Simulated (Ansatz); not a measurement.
**SiH2 + H2: a complex and its separated parts, part 1 of 2**

The complex below is one end of an elementary step. How strongly is it bound against its free parts?

Computed with Ansatz 0.2.0, Gaussian basis. Level: PBE0-D4/def2-TZVP structures, single points in def2-TZVPP, no counterpoise correction.

Levels: SPW92, PBE-D4, BLYP-D4, r2SCAN-D4, B97M-V, PBE0-D4, B3LYP-D4, r2SCAN0-D4, BHLYP-D4, CAM-B3LYP-D4, wB97X-V, wB97M-V, B2PLYP, PBE-QIDH, RPA on PBE, Hartree-Fock, MP2, CCSD, CCSD(T).

Cores are frozen in the correlated methods. B3LYP uses VWN-RPA correlation. B2PLYP carries no dispersion term here.

40 further runs of the same task are left out: 40 set aside as unsound or not needed.

### Step 1. Starting geometry

The complex: 5 atoms, charge 0, spin multiplicity 1.

Atoms are counted from 1 here; the program's logs count them from 0.

Bond lengths: Si1–H4 1.515 Å, Si1–H5 1.515 Å, H2–H3 0.829 Å. Angles: H4–Si1–H5 95.0°.

Geometry (Å):

```tsv
atom	x (Å)	y (Å)	z (Å)
Si1	0.3038	0.8072	-0.0897
H2	-0.1013	-0.5422	-1.0862
H3	-0.2888	-0.8737	-0.3494
H4	-1.0019	0.6872	0.6689
H5	1.0881	-0.0785	0.8563
```

Its parts: SiH2 holds atoms 1, 4, 5; H2 holds atoms 2, 3. Each part counts its atoms afresh in its own runs.

### Step 2. Relaxing SiH2 alone

File relax-a/in.yaml:

```yaml
crystal:
  periodic: [false, false, false]
  atoms:
    - {symbol: Si, position_ang: [0.303756, 0.807232, -0.089672]}
    - {symbol: H, position_ang: [-1.001895, 0.687197, 0.668917]}
    - {symbol: H, position_ang: [1.088150, -0.078455, 0.856306]}
basis:
  gaussian: {orbitals: def2-TZVP}
hamiltonian: {xc: pbe0, dispersion: d4}
relax: {f_tol: 0.005, max_steps: 200}
```

Run with:

```
$ ansatz run in.yaml --threads 2 --pin off --events-out ev --progress --plain --max-ram 4352MiB
```

The program printed, cut to the lines that bear on the results:

```text
Functional definition: PBE0
  name "PBE0"
  cite "Adamo & Barone, J. Chem. Phys. 110, 6158 (1999) doi:10.1063/1.478522"
  cite "Perdew, Burke & Ernzerhof, Phys. Rev. Lett. 77, 3865 (1996) doi:10.1103/PhysRevLett.77.3865"
  parent pbe
[...]
356 factors; their error is unknown
[...]
mean field -7904.51844258 eV, -290.4856948898 hartree, gradient 8.5e-5 eV, S^2 0.000000; 0 other end points of the search recorded, 0 dependent functions left out
[...]
reference -7904.51846453 eV, -290.4856956963 hartree; 8, 8 occupied and 41, 41 virtual orbitals, 356 factors
[...]
356 factors; their error is unknown
mean field -7904.52923993 eV, -290.4860916850 hartree, gradient 5.9e-5 eV, S^2 0.000000; 1 other end points of the search recorded, 0 dependent functions left out
[...]
reference -7904.52926177 eV, -290.4860924878 hartree; 8, 8 occupied and 41, 41 virtual orbitals, 356 factors
Total energy: -7904.54767313 eV, -290.4867690925 hartree
Atom 0 at     0.311297     0.821782    -0.114332 Å, force    -0.000238    -0.000460     0.000779 eV/Å
Atom 1 at    -0.980249     0.670611     0.683526 Å, force     0.000648     0.000036    -0.000342 eV/Å
Atom 2 at     1.058963    -0.076419     0.866357 Å, force    -0.000410     0.000424    -0.000437 eV/Å
Dipole moment:    -0.009126    -0.017607     0.029842 e Å
```

Run time: 1.2 s. Hardware: 2 threads of Arm Neoverse V1, shared host.

The steps of the relaxation:

```tsv
step	energy from step 1 (eV)	largest force component (eV/Å)
1	0.0000	0.3881
2	-0.0050	0.1419
3	-0.0108	0.0129
4	-0.0108	0.0008
```

Distances of close pairs at the start and the end, largest changes first:

```tsv
bond	before (Å)	after (Å)	change (Å)
Si1–H2	1.515	1.526	+0.011
Si1–H3	1.515	1.526	+0.011
```

### Step 3. Relaxing H2 alone

File relax-b/in.yaml:

```yaml
crystal:
  periodic: [false, false, false]
  atoms:
    - {symbol: H, position_ang: [-0.101252, -0.542241, -1.086196]}
    - {symbol: H, position_ang: [-0.288759, -0.873733, -0.349356]}
basis:
  gaussian: {orbitals: def2-TZVP}
hamiltonian: {xc: pbe0, dispersion: d4}
relax: {f_tol: 0.005, max_steps: 200}
```

Run with:

```
$ ansatz run in.yaml --threads 2 --pin off --events-out ev --progress --plain --max-ram 4352MiB
```

The program printed, cut to the lines that bear on the results:

```text
[... 5 set-up lines as earlier in the session ...]
[...]
88 factors; their error is unknown
[...]
mean field -31.68264820 eV, -1.1643158461 hartree, gradient 1.2e-5 eV, S^2 0.000000; 0 other end points of the search recorded, 0 dependent functions left out
[...]
reference -31.78866862 eV, -1.1682120247 hartree; 1, 1 occupied and 11, 11 virtual orbitals, 88 factors
Total energy: -31.79027516 eV, -1.1682710639 hartree
Atom 0 at    -0.110671    -0.558892    -1.049184 Å, force    -0.000015    -0.000026     0.000058 eV/Å
Atom 1 at    -0.279340    -0.857082    -0.386368 Å, force     0.000015     0.000026    -0.000058 eV/Å
Dipole moment:    -0.000000    -0.000000     0.000000 e Å
```

Wall time 0.25 s (2 threads of Arm Neoverse V1, shared host).

Step by step:

```tsv
step	energy from step 1 (eV)	largest force component (eV/Å)
1	0.0000	2.0634
2	-0.1005	0.5637
3	-0.1057	0.0065
4	-0.1057	0.0001
```

The bond:

```tsv
bond	before (Å)	after (Å)	change (Å)
H1–H2	0.829	0.746	-0.083
```

### Step 4. SPW92/def2-TZVPP

File parta/in.yaml:

```yaml
crystal:
  periodic: [false, false, false]
  atoms:
    - {symbol: Si, position_ang: [0.311297, 0.821782, -0.114332]}
    - {symbol: H, position_ang: [-0.980249, 0.670611, 0.683526]}
    - {symbol: H, position_ang: [1.058963, -0.076419, 0.866357]}
basis:
  gaussian: {orbitals: def2-TZVPP}
hamiltonian: {xc: lda}
```

File partb/in.yaml:

```yaml
crystal:
  periodic: [false, false, false]
  atoms:
    - {symbol: H, position_ang: [-0.110671, -0.558892, -1.049184]}
    - {symbol: H, position_ang: [-0.279340, -0.857082, -0.386368]}
basis:
  gaussian: {orbitals: def2-TZVPP}
hamiltonian: {xc: lda}
```

Each run has its own folder and the same command.

Run with:

```
$ ansatz run in.yaml --threads 2 --pin off --events-out ev --progress --plain --max-ram 4352MiB
```

parta printed, cut to the lines that bear on the results:

```text
Functional definition: SPW92
  name "SPW92"
  cite "Dirac, Proc. Camb. Phil. Soc. 26, 376 (1930) doi:10.1017/S0305004100016108"
  cite "Slater, Phys. Rev. 81, 385 (1951) doi:10.1103/PhysRev.81.385"
  cite "Perdew & Wang, Phys. Rev. B 45, 13244 (1992) doi:10.1103/PhysRevB.45.13244"
[...]
406 factors; their error is unknown
[...]
mean field -7875.63826420 eV, -289.4243679102 hartree, gradient 8.6e-6 eV, S^2 0.000000; 0 other end points of the search recorded, 0 dependent functions left out
reference -7875.63829191 eV, -289.4243689283 hartree; 8, 8 occupied and 62, 62 virtual orbitals, 406 factors
Total energy: -7875.63829191 eV, -289.4243689283 hartree
```

partb printed, cut to the lines that bear on the results:

```text
[... 5 set-up lines as earlier in the session ...]
[...]
118 factors; their error is unknown
[...]
mean field -30.93526432 eV, -1.1368499950 hartree, gradient 4.4e-5 eV, S^2 0.000000; 0 other end points of the search recorded, 0 dependent functions left out
reference -30.93528500 eV, -1.1368507549 hartree; 1, 1 occupied and 27, 27 virtual orbitals, 118 factors
Total energy: -30.93528500 eV, -1.1368507549 hartree
```

They took 0.2 s (parta), 0.1 s (partb) on 2 threads of Arm Neoverse V1, shared host.

### Step 5. PBE-D4/def2-TZVPP

The same edit goes into each in.yaml of step 4 (parta, partb):

```diff
-hamiltonian: {xc: lda}
+hamiltonian: {xc: pbe, dispersion: d4}
```

Each run has its own folder and the same command.

Run with:

```
$ ansatz run in.yaml --threads 2 --pin off --events-out ev --progress --plain --max-ram 4352MiB
```

Log of parta, cut to the lines that bear on the results:

```text
Functional definition: PBE
  name "PBE"
[... 2 set-up lines as earlier in the session ...]
[...]
406 factors; their error is unknown
[...]
mean field -7903.77192945 eV, -290.4582610382 hartree, gradient 2.1e-5 eV, S^2 0.000000; 0 other end points of the search recorded, 0 dependent functions left out
reference -7903.77195867 eV, -290.4582621121 hartree; 8, 8 occupied and 62, 62 virtual orbitals, 406 factors
Total energy: -7903.79455749 eV, -290.4590926035 hartree
```

partb printed, cut to the lines that bear on the results:

```text
[... 4 set-up lines as earlier in the session ...]
[...]
118 factors; their error is unknown
[...]
mean field -31.73221450 eV, -1.1661373740 hartree, gradient 3.1e-5 eV, S^2 0.000000; 0 other end points of the search recorded, 0 dependent functions left out
reference -31.73223617 eV, -1.1661381705 hartree; 1, 1 occupied and 27, 27 virtual orbitals, 118 factors
Total energy: -31.73425538 eV, -1.1662123750 hartree
```

Wall times: 0.25 s (parta), 0.1 s (partb) on 2 threads of Arm Neoverse V1, shared host.

### Step 6. BLYP-D4/def2-TZVPP

Each input of step 5 (parta, partb) changes in the same lines:

```diff
-hamiltonian: {xc: pbe, dispersion: d4}
+hamiltonian: {xc: {name: BLYP}, dispersion: d4}
```

One command serves all of them, each in its own folder.

Run with:

```
$ ansatz run in.yaml --threads 2 --pin off --events-out ev --progress --plain --max-ram 4352MiB
```

Output in parta, cut to the lines that bear on the results:

```text
Functional definition: BLYP
  name "BLYP"
  cite "Becke, Phys. Rev. A 38, 3098 (1988) doi:10.1103/PhysRevA.38.3098"
  cite "Lee, Yang & Parr, Phys. Rev. B 37, 785 (1988) doi:10.1103/PhysRevB.37.785"
[...]
406 factors; their error is unknown
[...]
mean field -7908.03957087 eV, -290.6150939677 hartree, gradient 1.4e-5 eV, S^2 0.000000; 0 other end points of the search recorded, 0 dependent functions left out
reference -7908.03982379 eV, -290.6151032623 hartree; 8, 8 occupied and 62, 62 virtual orbitals, 406 factors
Total energy: -7908.09278547 eV, -290.6170495683 hartree
```

Output in partb, cut to the lines that bear on the results:

```text
[... 4 set-up lines as earlier in the session ...]
[...]
118 factors; their error is unknown
[...]
mean field -31.82604562 eV, -1.1695856039 hartree, gradient 8.3e-5 eV, S^2 0.000000; 0 other end points of the search recorded, 0 dependent functions left out
reference -31.82623804 eV, -1.1695926752 hartree; 1, 1 occupied and 27, 27 virtual orbitals, 118 factors
Total energy: -31.83113589 eV, -1.1697726679 hartree
```

Times: 0.3 s (parta), 0.1 s (partb) on 2 threads of Arm Neoverse V1, shared host.

### Step 7. r2SCAN-D4/def2-TZVPP

The same edit goes into each in.yaml of step 6 (parta, partb):

```diff
-hamiltonian: {xc: {name: BLYP}, dispersion: d4}
+hamiltonian: {xc: r2scan, dispersion: d4}
```

Each run has its own folder and the same command.

Run with:

```
$ ansatz run in.yaml --threads 2 --pin off --events-out ev --progress --plain --max-ram 4352MiB
```

Log of parta, cut to the lines that bear on the results:

```text
Functional definition: r2SCAN
  name "r2SCAN"
  cite "Furness, Kaplan, Ning, Perdew & Sun, J. Phys. Chem. Lett. 11, 8208 (2020) doi:10.1021/acs.jpclett.0c02405"
  cite "Furness, Kaplan, Ning, Perdew & Sun, J. Phys. Chem. Lett. 11, 9248 (2020) doi:10.1021/acs.jpclett.0c03077"
  parent r2scan
[...]
406 factors; their error is unknown
[...]
mean field -7907.04578595 eV, -290.5785730456 hartree, gradient 2.2e-5 eV, S^2 0.000000; 0 other end points of the search recorded, 0 dependent functions left out
reference -7907.04579485 eV, -290.5785733724 hartree; 8, 8 occupied and 62, 62 virtual orbitals, 406 factors
Total energy: -7907.05069019 eV, -290.5787532731 hartree
```

Output in partb, cut to the lines that bear on the results:

```text
[... 5 set-up lines as earlier in the session ...]
[...]
118 factors; their error is unknown
[...]
mean field -31.87205652 eV, -1.1712764735 hartree, gradient 4.1e-5 eV, S^2 0.000000; 0 other end points of the search recorded, 0 dependent functions left out
reference -31.87206314 eV, -1.1712767167 hartree; 1, 1 occupied and 27, 27 virtual orbitals, 118 factors
Total energy: -31.87256452 eV, -1.1712951420 hartree
```

Times: 0.7 s (parta), 0.35 s (partb) on 2 threads of Arm Neoverse V1, shared host.

### Step 8. B97M-V/def2-TZVPP

Each input of step 7 (parta, partb) changes in the same lines:

```diff
-hamiltonian: {xc: r2scan, dispersion: d4}
+hamiltonian: {xc: {name: B97M-V}}
```

The same command starts each run, in its folder.

Run with:

```
$ ansatz run in.yaml --threads 2 --pin off --events-out ev --progress --plain --max-ram 4352MiB
```

Log of parta, cut to the lines that bear on the results:

```text
Functional definition: B97M-V
  name "B97M-V"
  cite "Mardirossian & Head-Gordon, J. Chem. Phys. 142, 074111 (2015) doi:10.1063/1.4907719"
  cite "Becke, J. Chem. Phys. 107, 8554 (1997) doi:10.1063/1.475007"
  cite "Vydrov & Van Voorhis, J. Chem. Phys. 133, 244103 (2010) doi:10.1063/1.3521275"
  # Of w^i u^j: cxij and so on, Table III.
[...]
  gx(w, u) = cx00 + cx01*u + cx02*u^2 + (cx10 + cx11*u)*w
[...]
  gos(w, u) = cos00 + cos01*u + cos03*u^3 + cos10*w + cos32*w^3*u^2
[...]
      + integral(e_c_pw_mod_opposite_spin*gos(b97_w_opposite, b97_u_opposite)) + vv10(b, c)
406 factors; their error is unknown
[...]
mean field -7906.03305877 eV, -290.5413560079 hartree, gradient 2.0e-5 eV, S^2 0.000000; 0 other end points of the search recorded, 0 dependent functions left out
reference -7906.03310221 eV, -290.5413576047 hartree; 8, 8 occupied and 62, 62 virtual orbitals, 406 factors
Total energy: -7906.03310221 eV, -290.5413576047 hartree
```

partb printed, cut to the lines that bear on the results:

```text
[... 5 set-up lines as earlier in the session ...]
  # Of w^i u^j: cxij and so on, Table III.
[...]
  gx(w, u) = cx00 + cx01*u + cx02*u^2 + (cx10 + cx11*u)*w
  gss(w, u) = css00 + css02*u^2 + css10*w + (css32*w^3 + css42*w^4)*u^2
  gos(w, u) = cos00 + cos01*u + cos03*u^3 + cos10*w + cos32*w^3*u^2
[...]
      + integral(e_c_pw_mod_opposite_spin*gos(b97_w_opposite, b97_u_opposite)) + vv10(b, c)
118 factors; their error is unknown
[...]
mean field -31.90530926 eV, -1.1724984890 hartree, gradient 8.2e-6 eV, S^2 0.000000; 0 other end points of the search recorded, 0 dependent functions left out
reference -31.90533894 eV, -1.1724995798 hartree; 1, 1 occupied and 27, 27 virtual orbitals, 118 factors
Total energy: -31.90533894 eV, -1.1724995798 hartree
```

Wall times: 1.1 s (parta), 0.25 s (partb) on 2 threads of Arm Neoverse V1, shared host.

### Step 9. PBE0-D4/def2-TZVPP

The same edit goes into each in.yaml of step 8 (parta, partb):

```diff
-hamiltonian: {xc: {name: B97M-V}}
+hamiltonian: {xc: pbe0, dispersion: d4}
+output: {orbitals: {seedname: orbitals}}
```

Each run has its own folder and the same command.

Run with:

```
$ ansatz run in.yaml --threads 2 --pin off --events-out ev --progress --plain --max-ram 4352MiB
```

Log of parta, cut to the lines that bear on the results:

```text
[... 5 set-up lines as earlier in the session ...]
[...]
409 factors; their error is unknown
[...]
mean field -7904.53917089 eV, -290.4864566410 hartree, gradient 7.8e-5 eV, S^2 0.000000; 0 other end points of the search recorded, 0 dependent functions left out
reference -7904.53919270 eV, -290.4864574426 hartree; 8, 8 occupied and 62, 62 virtual orbitals, 409 factors
Total energy: -7904.55760405 eV, -290.4871340473 hartree
```

partb printed, cut to the lines that bear on the results:

```text
[... 5 set-up lines as earlier in the session ...]
[...]
118 factors; their error is unknown
[...]
mean field -31.79610882 eV, -1.1684854470 hartree, gradient 5.5e-5 eV, S^2 0.000000; 0 other end points of the search recorded, 0 dependent functions left out
reference -31.79612481 eV, -1.1684860347 hartree; 1, 1 occupied and 27, 27 virtual orbitals, 118 factors
Total energy: -31.79773135 eV, -1.1685450739 hartree
```

Times: 0.3 s (parta), 0.1 s (partb) on 2 threads of Arm Neoverse V1, shared host.

### Step 10. B3LYP-D4/def2-TZVPP

The same edit goes into each in.yaml of step 9 (parta, partb):

```diff
-hamiltonian: {xc: pbe0, dispersion: d4}
-output: {orbitals: {seedname: orbitals}}
+hamiltonian: {xc: {name: B3LYP}, dispersion: d4}
```

One command serves all of them, each in its own folder.

Run with:

```
$ ansatz run in.yaml --threads 2 --pin off --events-out ev --progress --plain --max-ram 4352MiB
```

Log of parta, cut to the lines that bear on the results:

```text
Functional definition: B3LYP
  name "B3LYP"
  cite "Stephens, Devlin, Chabalowski & Frisch, J. Phys. Chem. 98, 11623 (1994) doi:10.1021/j100096a001"
[... 2 set-up lines as earlier in the session ...]
  cite "Vosko, Wilk & Nusair, Can. J. Phys. 58, 1200 (1980) doi:10.1139/p80-159"
[...]
409 factors; their error is unknown
[...]
mean field -7908.75906670 eV, -290.6415349518 hartree, gradient 8.8e-5 eV, S^2 0.000000; 0 other end points of the search recorded, 0 dependent functions left out
reference -7908.75925462 eV, -290.6415418577 hartree; 8, 8 occupied and 62, 62 virtual orbitals, 409 factors
Total energy: -7908.79627506 eV, -290.6429023339 hartree
```

Output in partb, cut to the lines that bear on the results:

```text
[... 6 set-up lines as earlier in the session ...]
[...]
118 factors; their error is unknown
[...]
mean field -32.10923298 eV, -1.1799925477 hartree, gradient 4.5e-5 eV, S^2 0.000000; 0 other end points of the search recorded, 0 dependent functions left out
reference -32.10937508 eV, -1.1799977698 hartree; 1, 1 occupied and 27, 27 virtual orbitals, 118 factors
Total energy: -32.11252614 eV, -1.1801135690 hartree
```

Wall times: 0.3 s (parta), 0.1 s (partb) on 2 threads of Arm Neoverse V1, shared host.

### Step 11. r2SCAN0-D4/def2-TZVPP

Each input of step 10 (parta, partb) changes in the same lines:

```diff
-hamiltonian: {xc: {name: B3LYP}, dispersion: d4}
+hamiltonian: {xc: {name: r2SCAN0}, dispersion: d4}
```

Each run has its own folder and the same command.

Run with:

```
$ ansatz run in.yaml --threads 2 --pin off --events-out ev --progress --plain --max-ram 4352MiB
```

Output in parta, cut to the lines that bear on the results:

```text
Functional definition: r2SCAN0
  name "r2SCAN0"
  cite "Bursch, Neugebauer, Ehlert & Grimme, J. Chem. Phys. 156, 134105 (2022) doi:10.1063/5.0086040"
[... 3 set-up lines as earlier in the session ...]
[...]
409 factors; their error is unknown
[...]
mean field -7906.95439548 eV, -290.5752145075 hartree, gradient 9.6e-6 eV, S^2 0.000000; 0 other end points of the search recorded, 0 dependent functions left out
reference -7906.95440258 eV, -290.5752147686 hartree; 8, 8 occupied and 62, 62 virtual orbitals, 409 factors
Total energy: -7906.96014729 eV, -290.5754258828 hartree
```

Log of partb, cut to the lines that bear on the results:

```text
[... 6 set-up lines as earlier in the session ...]
[...]
118 factors; their error is unknown
[...]
mean field -31.85187988 eV, -1.1705349955 hartree, gradient 1.4e-5 eV, S^2 0.000000; 0 other end points of the search recorded, 0 dependent functions left out
reference -31.85188500 eV, -1.1705351838 hartree; 1, 1 occupied and 27, 27 virtual orbitals, 118 factors
Total energy: -31.85242637 eV, -1.1705550788 hartree
```

They took 0.75 s (parta), 0.35 s (partb) on 2 threads of Arm Neoverse V1, shared host.

### Step 12. BHLYP-D4/def2-TZVPP

The same edit goes into each in.yaml of step 11 (parta, partb):

```diff
-hamiltonian: {xc: {name: r2SCAN0}, dispersion: d4}
+hamiltonian: {xc: {name: BHLYP}, dispersion: d4}
```

One command serves all of them, each in its own folder.

Run with:

```
$ ansatz run in.yaml --threads 2 --pin off --events-out ev --progress --plain --max-ram 4352MiB
```

Log of parta, cut to the lines that bear on the results:

```text
Functional definition: BHLYP
  name "BHLYP"
  cite "Becke, J. Chem. Phys. 98, 1372 (1993) doi:10.1063/1.464304"
[... 2 set-up lines as earlier in the session ...]
[...]
428 factors; their error is unknown
[...]
mean field -7908.05550638 eV, -290.6156795868 hartree, gradient 8.0e-6 eV, S^2 0.000000; 0 other end points of the search recorded, 0 dependent functions left out
reference -7908.05563325 eV, -290.6156842492 hartree; 8, 8 occupied and 62, 62 virtual orbitals, 428 factors
Total energy: -7908.08191162 eV, -290.6166499617 hartree
```

Log of partb, cut to the lines that bear on the results:

```text
[... 5 set-up lines as earlier in the session ...]
[...]
118 factors; their error is unknown
[...]
mean field -31.83806937 eV, -1.1700274688 hartree, gradient 5.6e-5 eV, S^2 0.000000; 0 other end points of the search recorded, 0 dependent functions left out
reference -31.83816493 eV, -1.1700309806 hartree; 1, 1 occupied and 27, 27 virtual orbitals, 118 factors
Total energy: -31.83990851 eV, -1.1700950558 hartree
```

Times: 0.3 s (parta), 0.1 s (partb) on 2 threads of Arm Neoverse V1, shared host.

### Step 13. CAM-B3LYP-D4/def2-TZVPP

The same edit goes into each in.yaml of step 12 (parta, partb):

```diff
-hamiltonian: {xc: {name: BHLYP}, dispersion: d4}
+hamiltonian: {xc: {name: CAM-B3LYP}, dispersion: d4}
```

One command serves all of them, each in its own folder.

Run with:

```
$ ansatz run in.yaml --threads 2 --pin off --events-out ev --progress --plain --max-ram 4352MiB
```

Log of parta, cut to the lines that bear on the results:

```text
Functional definition: CAM-B3LYP
  name "CAM-B3LYP"
  cite "Yanai, Tew & Handy, Chem. Phys. Lett. 393, 51 (2004) doi:10.1016/j.cplett.2004.06.011"
  cite "Iikura, Tsuneda, Yanai & Hirao, J. Chem. Phys. 115, 3540 (2001) doi:10.1063/1.1383587"
[... 2 set-up lines as earlier in the session ...]
[...]
  # Exact exchange under (alpha + beta erf(omega r))/r, Becke's under what is left of 1/r.
[...]
409 factors; their error is unknown
105 factors; integrals over basis functions are off by at most 1.0e-4 eV
[...]
mean field -7908.15278493 eV, -290.6192545077 hartree, gradient 4.1e-5 eV, S^2 0.000000; 0 other end points of the search recorded, 0 dependent functions left out
reference -7908.15287657 eV, -290.6192578755 hartree; 8, 8 occupied and 62, 62 virtual orbitals, 409 factors
Total energy: -7908.17115787 eV, -290.6199297007 hartree
```

Output in partb, cut to the lines that bear on the results:

```text
[... 6 set-up lines as earlier in the session ...]
[...]
  # Exact exchange under (alpha + beta erf(omega r))/r, Becke's under what is left of 1/r.
[...]
118 factors; their error is unknown
42 factors; integrals over basis functions are off by at most 6.3e-5 eV
[...]
mean field -31.88030533 eV, -1.1715796116 hartree, gradient 6.4e-5 eV, S^2 0.000000; 0 other end points of the search recorded, 0 dependent functions left out
reference -31.88037527 eV, -1.1715821817 hartree; 1, 1 occupied and 27, 27 virtual orbitals, 118 factors
Total energy: -31.88188865 eV, -1.1716377976 hartree
```

They took 0.4 s (parta), 0.15 s (partb) on 2 threads of Arm Neoverse V1, shared host.

(Continued in part 2 of 2.)
